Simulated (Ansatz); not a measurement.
# BrH4InOSSi: a ladder of functionals and wavefunction methods

One table from this session's results is given with a row withheld; the runs are named, their logs left out.

Method: functionals in def2-TZVPP, the program's frozen cores in correlated methods; program: Ansatz 0.2.0, Gaussian basis.

Plan: LDA (SPW92), PBE-D4, revPBE-D4, BLYP-D4, r2SCAN-D4, B97M-V, PBE0-D4, B3LYP-D4, r2SCANh-D4, r2SCAN0-D4, HSE06-D4, BHLYP-D4, CAM-B3LYP-D4, LC-ωPBE, ωB97X-V, ωB97M-V, B2PLYP, PBE-QIDH; CCSD(T)/def2-SVP; MP2/def2-TZVPP; MP2/def2-QZVPP; RPA on PBE.

### Structure used throughout

All runs share one geometry, relaxed beforehand with PBE0-D4 in a triple-zeta def2 set. In takes the def2 core potential; no spin-orbit term is included.

9 atoms, charge 0, spin multiplicity 1.

Atoms are counted from 1 here; the program's logs count them from 0.

Bond lengths: Si1–O2 1.630 Å, Si1–H6 1.487 Å, Si1–H7 1.487 Å, Si1–H8 1.497 Å, O2–In3 1.969 Å, In3–S4 2.357 Å, In3–Br5 2.435 Å, S4–H9 1.346 Å. Angles: O2–Si1–H6 110.5°, O2–Si1–H7 110.5°, O2–Si1–H8 110.9°, H6–Si1–H7 109.2°, H6–Si1–H8 107.9°, H7–Si1–H8 107.9°, Si1–O2–In3 134.5°, O2–In3–S4 119.5°, O2–In3–Br5 115.1°, S4–In3–Br5 125.4°, In3–S4–H9 91.5°.

The first run:

File in.yaml:

```yaml
crystal:
  periodic: [false, false, false]
  atoms:
    - {symbol: Si, position_ang: [-0.621992, -0.093500, 1.525008]}
    - {symbol: O, position_ang: [0.156426, 0.911204, 0.504601]}
    - {symbol: In, position_ang: [0.809699, 0.762414, -1.346546]}
    - {symbol: S, position_ang: [0.494178, -1.250576, -2.530507]}
    - {symbol: Br, position_ang: [1.906244, 2.754351, -2.218921]}
    - {symbol: H, position_ang: [0.196866, -0.335979, 2.742402]}
    - {symbol: H, position_ang: [-1.932708, 0.483831, 1.925038]}
    - {symbol: H, position_ang: [-0.882527, -1.417476, 0.875697]}
    - {symbol: H, position_ang: [-0.126186, -1.814270, -1.476762]}
basis:
  gaussian: {orbitals: def2-TZVPP}
hamiltonian: {xc: lda}
output: {orbitals: {seedname: orbitals}}
```

Run with:

```sh
> ansatz run in.yaml --threads 4 --pin off --events-out ev --progress --plain --max-ram 10444MiB
```

Among the steps run: LDA; PBE-D4 (GGA); revPBE-D4 (GGA); BLYP-D4 (GGA); r2SCAN-D4 (meta-GGA); B97M-V (meta-GGA); PBE0-D4 (hybrid); B3LYP-D4 (hybrid); r2SCANh-D4 (hybrid); r2SCAN0-D4 (hybrid); HSE06-D4 (hybrid); BHLYP-D4 (hybrid); CAM-B3LYP-D4 (range-separated); LC-ωPBE (range-separated); ωB97X-V (range-separated); ωB97M-V (range-separated); B2PLYP (double hybrid); PBE-QIDH (double hybrid).

One table of the session follows, with a row left open; its other results are not shown here.

It belongs to the step «Frontier levels by functional». 

| functional | HOMO (eV) | LUMO (eV) | gap (eV) |
| --- | --- | --- | --- |
| LDA (SPW92) | -7.06 | -3.56 | 3.50 |
| PBE-D4 | -6.90 | -3.24 | 3.66 |
| revPBE-D4 | -6.84 | -3.12 | 3.72 |
| BLYP-D4 | -6.74 | -3.18 | 3.56 |
| r2SCAN-D4 | ? | ? | ? |
| B97M-V | -7.27 | -3.09 | 4.18 |
| PBE0-D4 | -8.15 | -2.38 | 5.77 |
| B3LYP-D4 | -7.90 | -2.67 | 5.23 |
| r2SCANh-D4 | -7.67 | -2.74 | 4.93 |
| r2SCAN0-D4 | -8.36 | -2.27 | 6.09 |
| HSE06-D4 | -7.75 | -2.75 | 5.00 |
| BHLYP-D4 | -9.23 | -1.49 | 7.74 |
| CAM-B3LYP-D4 | -9.47 | -1.43 | 8.04 |
| LC-ωPBE | -10.89 | -0.18 | 10.71 |
| ωB97X-V | -10.52 | -0.35 | 10.17 |
| ωB97M-V | -10.36 | -0.50 | 9.86 |

**Question.** Estimate the row for r2SCAN-D4.

Worked estimate for «HOMO (eV)». Against the share of exact exchange, r2SCANh-D4 (0.1, -7.67), r2SCAN0-D4 (0.25, -8.36) give a slope of -4.60 per unit share; at 0 the line stands at -7.21.

**Answer.** HOMO (eV): -7.22; LUMO (eV): -3.05; gap (eV): 4.17. In «HOMO (eV)» the line misses by +0.01.
